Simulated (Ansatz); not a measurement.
# Ag3TeF: the cost of one run

Program: Ansatz 0.2.0. Level of theory: DFT PBE, scalar-relativistic, plane waves, PAW. These are calculated values, not measurements.

## 1. Starting point

The structure is cubic, space group Pm-3m (No. 221). The conventional cell has a = 4.960 Å, b = 4.960 Å, c = 4.960 Å, α = 90.00°, β = 90.00°, γ = 90.00°. Around Te (site symmetry m-3m) lie 12 Ag at 3.51 Å. F (site symmetry m-3m) is surrounded by 6 Ag at 2.48 Å. Ag (site symmetry 4/mmm) has 2 F at 2.48 Å and 4 Te at 3.51 Å and 8 Ag at 3.51 Å as nearest neighbours.

Structure file:

```
Te F Ag
1.0
     4.96000    0.00000    0.00000
     0.00000    4.96000    0.00000
     0.00000    0.00000    4.96000
Te F Ag
1 1 3
Direct
  0.00000 0.00000 0.00000
  0.50000 0.50000 0.50000
  0.50000 0.50000 0.00000
  0.50000 0.00000 0.50000
  0.00000 0.50000 0.50000
```

The cell was made up by rule, so the compound may not exist in this form.

This is a trial structure, the antiperovskite prototype, and another one may lie lower.

## 2. Coarse point 1 of the search for the rest volume

Contents of input.yaml:

```yaml
crystal:
  lattice:
    - [4.96, 0.0, 0.0]
    - [0.0, 4.96, 0.0]
    - [0.0, 0.0, 4.96]
  atoms:
    - { symbol: Te, position: [0.0, 0.0, 0.0] }
    - { symbol: F, position: [0.5, 0.5, 0.5] }
    - { symbol: Ag, position: [0.5, 0.5, 0.0] }
    - { symbol: Ag, position: [0.5, 0.0, 0.5] }
    - { symbol: Ag, position: [0.0, 0.5, 0.5] }
basis:
  ecutwfc: 420
kpoints:
  mp_grid: { grid: [4, 4, 4] }
hamiltonian:
  xc: pbe
scf:
  occupations: { method: gaussian, width: 0.05 }
output:
  forces: true
  stress: true
  eigenvalues: true
```

Started as:

```
$ ansatz run input.yaml --threads 1 --pin off --max-ram 1228MiB --backend cpu --events-out ev --progress --plain --runs-dir out
```

What time and memory should one allow on 1 thread of Arm Neoverse V2, shared host?

About 3.3 s, with a peak of 0.38 GiB.
